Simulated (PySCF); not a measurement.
# C3H4Cl2OSi: geometry, spin-spin couplings

What spin-spin couplings should C3H4Cl2OSi (`CC(=C=O)[SiH](Cl)Cl`) show?

Programs: PySCF 2.14.0, with density-fitted response routines of our own. Each step states its level of theory. These are calculated values for one molecule in the gas phase, unless marked as measured. Atoms count from 0, in the outputs and in this text.

## 1. The molecule as given

11 atoms, charge 0, multiplicity 1; geometry from: GFN2-xTB. The atoms were then displaced at random by about 0.01 Å, so the start is not that level's minimum.

Bonds of the start (Å): C0–C1 1.53, C1–C2 1.28, C2–O3 1.21, C1–Si4 1.88, Si4–Cl5 2.03, Si4–Cl6 2.00, C0–H7 1.09, C0–H8 1.05, C0–H9 1.10, Si4–H10 1.44.

## 2. Geometry optimisation at PBE0-D3(BJ)/def2-SVP

What the job is given:

```
{"job": {"xc": "PBE0", "basis": "def2-SVP", "d3": "d3bj", "grid": 1, "shake": 0.01, "kind": "geom"}, "charge": 0, "multiplicity": 1}
C      0.137990    -1.382340     0.607680
C      0.439690    -0.125000    -0.206780
C      1.521050     0.007490    -0.887670
O      2.539850     0.186700    -1.508050
Si    -0.790880     1.297040    -0.229770
Cl    -0.933690     2.057880     1.647460
Cl    -2.575830     0.557170    -0.753810
H      0.011480    -1.091090     1.648800
H      0.909530    -2.088180     0.535670
H     -0.815610    -1.800820     0.260180
H     -0.405480     2.355310    -1.129360
```

Command:

```console
OMP_NUM_THREADS=1 python probes_run.py task.json out
```

One launch serves the whole session: the jobs run in the order shown.

The log of the run:

```text
step   0  E = -1400.77113612  max force = 0.096806
step   1  E = -1400.77882733  max force = 0.015416
step   2  E = -1400.78069526  max force = 0.005352
step   3  E = -1400.78107369  max force = 0.001375
step   4  E = -1400.78108791  max force = 0.000748
step   5  E = -1400.78109436  max force = 0.000950
step   6  E = -1400.78109504  max force = 0.001085
step   7  E = -1400.78109846  max force = 0.000645
step   8  E = -1400.78109572  max force = 0.000247
step   9  E = -1400.78109295  max force = 0.000178
optimisation converged
```

It took 85 s on 1 thread of Arm Neoverse V1, shared host; peak memory 0.53 GiB.

The steps of the relaxation:

```tsv
step	energy from step 0 (eV)	largest force component (eV/Å)
0	0.0000	4.9780
1	-0.2093	0.7927
2	-0.2601	0.2752
3	-0.2704	0.0707
4	-0.2708	0.0385
5	-0.2710	0.0489
6	-0.2710	0.0558
7	-0.2711	0.0332
8	-0.2710	0.0127
9	-0.2709	0.0092
```

Distances of close pairs at the start and the end, largest changes first:

```tsv
bond	before (Å)	after (Å)	change (Å)
Si4–Cl6	2.002	2.061	+0.059
C0–H8	1.048	1.098	+0.050
C2–O3	1.206	1.160	-0.046
C1–Si4	1.881	1.838	-0.043
Si4–H10	1.441	1.481	+0.040
C1–C2	1.285	1.318	+0.034
Si4–Cl5	2.031	2.063	+0.032
C0–C1	1.528	1.514	-0.014
```

The next job starts from the end point, and lists it.

```tsv
at the end point	value
rotational constants (GHz, main isotopes)	1.767, 0.973, 0.813
dipole moment (D)	1.25
```

## 3. J couplings: B3LYP/cc-pVTZ

What the job is given:

```
{"job": {"kind": "j", "xc": "B3LYP", "basis": "cc-pVTZ"}, "charge": 0, "multiplicity": 1}
C      0.075297    -1.382877     0.610072
C      0.416044    -0.149025    -0.198852
C      1.505458    -0.016853    -0.929298
O      2.450130     0.142509    -1.583218
Si    -0.696076     1.314165    -0.202069
Cl    -0.871474     2.043634     1.719215
Cl    -2.577937     0.725545    -0.800669
H     -0.017257    -1.127385     1.676788
H      0.843654    -2.161061     0.509452
H     -0.885979    -1.803506     0.277465
H     -0.204051     2.388808    -1.094522
```

Method: B3LYP/cc-pVTZ indirect spin-spin coupling, non-relativistic, gas phase.

The log of the run:

```text
coarse grid: 11696 points
cycle   1  E = -1401.9685908252  dE =  9.262e-01  |g| = 7.902e-01  |ddm| = 6.770e+00
cycle   2  E = -1401.5958288731  dE =  3.728e-01  |g| = 1.626e+00  |ddm| = 3.130e+00
cycle   3  E = -1402.0713787414  dE = -4.755e-01  |g| = 3.096e-01  |ddm| = 2.190e+00
cycle   4  E = -1402.0919367317  dE = -2.056e-02  |g| = 8.950e-02  |ddm| = 5.103e-01
cycle   5  E = -1402.0936078135  dE = -1.671e-03  |g| = 2.929e-02  |ddm| = 1.536e-01
cycle   6  E = -1402.0937964466  dE = -1.886e-04  |g| = 7.875e-03  |ddm| = 4.912e-02
cycle   7  E = -1402.0938131723  dE = -1.673e-05  |g| = 2.110e-03  |ddm| = 1.304e-02
cycle   8  E = -1402.0938143012  dE = -1.129e-06  |g| = 3.448e-04  |ddm| = 3.502e-03
final grid: 101744 points
cycle   9  E = -1402.1059873834  dE = -3.627e-05  |g| = 6.409e-03  |ddm| = 7.509e-02
cycle  10  E = -1402.1059668782  dE =  2.051e-05  |g| = 1.167e-02  |ddm| = 2.331e-02
cycle  11  E = -1402.1059947013  dE = -2.782e-05  |g| = 2.789e-03  |ddm| = 1.606e-02
cycle  12  E = -1402.1059962303  dE = -1.529e-06  |g| = 2.465e-04  |ddm| = 4.102e-03
cycle  13  E = -1402.1059962443  dE = -1.401e-08  |g| = 8.595e-05  |ddm| = 4.516e-04
cycle  14  E = -1402.1059962459  dE = -1.623e-09  |g| = 3.640e-05  |ddm| = 1.517e-04
cycle  15  E = -1402.1059962462  dE = -3.020e-10  |g| = 8.078e-06  |ddm| = 5.558e-05
converged SCF energy = -1402.1059962462

Indirect spin-spin couplings (Hz)
  i      j    bonds     total        FC       PSO       DSO        SD
  0 C    1 C    1     38.819    38.837    -0.278     0.260         -
  0 C    2 C    2      1.808     1.609     0.181     0.018         -
  0 C    3 O    3     -0.773    -0.190    -0.625     0.043         -
  0 C    4 Si   2      0.508     0.391     0.073    -0.019     0.063
  0 C    7 H    1    126.190   124.370     1.128     0.692         -
  0 C    8 H    1    123.131   121.307     1.173     0.651         -
  0 C    9 H    1    126.454   124.640     1.122     0.692         -
  0 C   10 H    3      2.278     2.476     0.178    -0.376         -
  1 C    2 C    1    158.484   161.340    -3.179     0.323         -
  1 C    3 O    2      7.180     6.260     0.831     0.089         -
  1 C    4 Si   1    -73.454   -76.314     3.540    -0.171    -0.508
  1 C    7 H    2     -3.126    -3.366     0.155     0.084         -
  1 C    8 H    2     -4.533    -4.708     0.194    -0.019         -
  1 C    9 H    2     -3.131    -3.372     0.155     0.086         -
  1 C   10 H    2     17.387    17.693    -0.212    -0.094         -
  2 C    3 O    1      9.223    -2.982    12.245    -0.040         -
  2 C    4 Si   2    -14.758   -15.780     0.910    -0.053     0.166
  2 C    7 H    3      4.657     4.611     0.245    -0.198         -
  2 C    8 H    3      8.026     7.994    -0.205     0.236         -
  2 C    9 H    3      4.710     4.660     0.251    -0.201         -
  2 C   10 H    3     -0.412    -0.416    -0.273     0.277         -
  3 O    4 Si   3     -0.966     0.627    -1.577    -0.015    -0.002
  3 O    7 H    4     -0.470    -0.380    -0.273     0.182         -
  3 O    9 H    4     -0.477    -0.383    -0.278     0.183         -
  4 Si   7 H    3     -3.633    -3.696     0.099    -0.077     0.041
  4 Si   8 H    3    -12.776   -12.632    -0.304     0.213    -0.054
  4 Si   9 H    3     -3.402    -3.460     0.091    -0.073     0.040
  4 Si  10 H    1   -238.499  -238.824     1.056    -0.495    -0.236
  7 H    8 H    2    -11.999   -12.115     2.418    -2.301         -
  7 H    9 H    2    -11.279   -11.503     2.345    -2.121         -
  7 H   10 H    4     -0.754    -0.028     0.735    -1.461         -
  8 H    9 H    2    -11.950   -12.066     2.418    -2.302         -
  8 H   10 H    4      2.118     2.524     0.956    -1.363         -
  9 H   10 H    4     -0.705    -0.001     0.713    -1.417         -
```

Run time: 72 s. Hardware: 1 thread of Arm Neoverse V1, shared host; peak memory 1 GiB.

This basis has no tight s functions, so the Fermi-contact terms are rough.

A choice of the couplings up to four bonds, sorted by the number of bonds, with means over like pairs; isotopes 13C, 1H, 17O, 29Si:

```tsv
pair	bonds	J (Hz)	Fermi contact (Hz)	dihedral (°)
Si4–H10	1	-238.5	-238.8	–
C1–C2	1	158.5	161.3	–
C0–H7	1	125.3	123.4	–
C1–Si4	1	-73.5	-76.3	–
C0–C1	1	38.8	38.8	–
C2–O3	1	9.2	-3.0	–
C1–H10	2	17.4	17.7	–
C2–Si4	2	-14.8	-15.8	–
H7–H8	2	-11.7	-11.9	–
C1–O3	2	7.2	6.3	–
C1–H7	2	-3.6	-3.8	–
C0–C2	2	1.8	1.6	–
Si4–H7	3	-6.6	-6.6	–
C2–H7	3	5.8	5.8	–
C0–H10	3	2.3	2.5	-178
```

Means hide unlike values in this fixed geometry: Si4–H7 from -12.8 to -3.4 Hz. They hold only if the pairs exchange fast.

The spin-dipole term was solved for some atoms only; pairs without it lack that part.

The response was solved for the nuclei of C, H, Si alone, so couplings that need other nuclei can be missing.

Quadrupole couplings from the field gradients of the same density:

```tsv
atom	isotope	eQq/h (MHz)	η
Cl6	35Cl	-38.7	0.03
Cl5	35Cl	-38.6	0.03
O3	17O	5.569	0.44
```

## 4. J couplings: B3LYP/6-31G*

Settings changed since step 3:

```diff
@@ -1,2 +1,2 @@
-{"job": {"kind": "j", "xc": "B3LYP", "basis": "cc-pVTZ"}, "charge": 0, "multiplicity": 1}
+{"job": {"kind": "j", "xc": "B3LYP", "basis": "6-31G*"}, "charge": 0, "multiplicity": 1}
 C      0.075297    -1.382877     0.610072
```

With the program's defaults for keys left out, this is: B3LYP/6-31G* indirect spin-spin coupling, non-relativistic, gas phase.

The log of the run:

```text
coarse grid: 11696 points
cycle   1  E = -1401.8553865748  dE =  9.634e-01  |g| = 7.762e-01  |ddm| = 3.423e+00
cycle   2  E = -1401.4623664638  dE =  3.930e-01  |g| = 1.617e+00  |ddm| = 1.924e+00
cycle   3  E = -1401.9661884383  dE = -5.038e-01  |g| = 3.091e-01  |ddm| = 1.355e+00
cycle   4  E = -1401.9889668264  dE = -2.278e-02  |g| = 7.647e-02  |ddm| = 3.388e-01
cycle   5  E = -1401.9902403903  dE = -1.274e-03  |g| = 2.690e-02  |ddm| = 8.999e-02
cycle   6  E = -1401.9904294049  dE = -1.890e-04  |g| = 6.229e-03  |ddm| = 3.484e-02
cycle   7  E = -1401.9904406301  dE = -1.123e-05  |g| = 1.281e-03  |ddm| = 8.343e-03
cycle   8  E = -1401.9904410451  dE = -4.150e-07  |g| = 2.709e-04  |ddm| = 1.684e-03
final grid: 101744 points
cycle   9  E = -1401.9092487027  dE = -7.888e-06  |g| = 5.451e-03  |ddm| = 1.970e-02
cycle  10  E = -1401.9092334141  dE =  1.529e-05  |g| = 9.882e-03  |ddm| = 1.426e-02
cycle  11  E = -1401.9092555134  dE = -2.210e-05  |g| = 2.361e-03  |ddm| = 9.341e-03
cycle  12  E = -1401.9092567525  dE = -1.239e-06  |g| = 1.083e-04  |ddm| = 2.142e-03
cycle  13  E = -1401.9092567543  dE = -1.749e-09  |g| = 6.602e-05  |ddm| = 1.595e-04
cycle  14  E = -1401.9092567553  dE = -1.021e-09  |g| = 2.118e-05  |ddm| = 7.626e-05
cycle  15  E = -1401.9092567554  dE = -1.148e-10  |g| = 3.407e-06  |ddm| = 2.114e-05
converged SCF energy = -1401.9092567554

Indirect spin-spin couplings (Hz)
  i      j    bonds     total        FC       PSO       DSO        SD
  0 C    1 C    1     56.402    56.354    -0.214     0.262         -
  0 C    2 C    2      0.315     0.105     0.192     0.018         -
  0 C    3 O    3     -1.424    -0.937    -0.528     0.041         -
  0 C    4 Si   2      1.706     1.577     0.091    -0.019     0.057
  0 C    7 H    1    152.301   150.787     0.764     0.751         -
  0 C    8 H    1    146.929   145.403     0.812     0.714         -
  0 C    9 H    1    152.512   151.003     0.758     0.751         -
  0 C   10 H    3      2.203     2.435     0.140    -0.372         -
  1 C    2 C    1    110.743   113.623    -3.209     0.329         -
  1 C    3 O    2      2.482     1.390     1.008     0.084         -
  1 C    4 Si   1    -82.524   -84.878     2.935    -0.171    -0.410
  1 C    7 H    2     -4.339    -4.557     0.123     0.095         -
  1 C    8 H    2     -4.370    -4.518     0.155    -0.007         -
  1 C    9 H    2     -4.335    -4.554     0.123     0.097         -
  1 C   10 H    2     16.275    16.549    -0.188    -0.087         -
  2 C    3 O    1     -1.807   -13.244    11.501    -0.065         -
  2 C    4 Si   2     -7.960    -8.945     0.894    -0.053     0.144
  2 C    7 H    3      5.208     5.217     0.185    -0.194         -
  2 C    8 H    3      6.916     6.826    -0.150     0.240         -
  2 C    9 H    3      5.223     5.230     0.190    -0.197         -
  2 C   10 H    3     -0.476    -0.540    -0.215     0.279         -
  3 O    4 Si   3      1.216     2.731    -1.490    -0.014    -0.012
  3 O    7 H    4     -0.914    -0.913    -0.177     0.177         -
  3 O    9 H    4     -0.914    -0.909    -0.182     0.178         -
  4 Si   7 H    3     -2.883    -3.022     0.182    -0.079     0.036
  4 Si   8 H    3    -10.797   -10.807    -0.150     0.211    -0.050
  4 Si   9 H    3     -2.693    -2.828     0.174    -0.074     0.035
  4 Si  10 H    1   -257.634  -257.448     0.962    -0.523    -0.625
  7 H    8 H    2    -15.973   -15.127     1.334    -2.180         -
  7 H    9 H    2    -15.759   -15.127     1.366    -1.998         -
  7 H   10 H    4     -1.079    -0.090     0.452    -1.442         -
  8 H    9 H    2    -15.938   -15.092     1.335    -2.181         -
  8 H   10 H    4      1.816     2.494     0.668    -1.345         -
  9 H   10 H    4     -1.025    -0.063     0.437    -1.399         -
```

Run time: 19 s. Hardware: 1 thread of Arm Neoverse V1, shared host; peak memory 0.73 GiB.

This basis has no tight s functions, so the Fermi-contact terms are rough.

Key values: J(Si4,H10) -257.6 Hz, J(C0,H7) 150.6 Hz, J(C1,C2) 110.7 Hz (means over like pairs).

## 5. Comparing the runs: spin-spin couplings

Couplings (Hz), each a mean over the pairs like the one named, with basis size and wall time:

```tsv
run	Si4–H10	C0–H7	C1–C2	C1–Si4	C0–C1	C1–H10	H7–H8	functions	time
B3LYP/cc-pVTZ	-238.5	125.3	158.5	-73.5	38.8	17.4	-11.7	278	72 s
B3LYP/6-31G*	-257.6	150.6	110.7	-82.5	56.4	16.3	-15.9	118	19 s
```

## 6. What came out

| quantity | value |
| --- | --- |
| rotational constants (main isotopes) | 1.77, 0.97, 0.81 GHz |
| largest coupling of the table (B3LYP/cc-pVTZ) | 1J(Si,H) Si4–H10, -238.5 Hz |
| range of J(Si4,H10), mean over like pairs | -257.6 to -238.5 Hz |

**Reading.** The start of the PBE0/def2-SVP relaxation was shaken at random by about 0.01 Å, so part of the energy gained, and of the first lengths quoted, undoes that. The optimisation took 9 steps and gained 0.271 eV; among the close pairs (by a distance rule), Si4–Cl6 changed most, from 2.002 to 2.061 Å. In the run at B3LYP/cc-pVTZ, the largest coupling of the table is Si4–H10, -238.5 Hz, of which the Fermi-contact term gives -238.8 Hz. Couplings across rotatable bonds belong to this one conformer; where others are populated, the observed values are averages. The coupling Si4–H10, as a mean over pairs of its kind, runs from -257.6 Hz (B3LYP/6-31G*) to -238.5 Hz (B3LYP/cc-pVTZ). Couplings from bases without tight functions are rough.
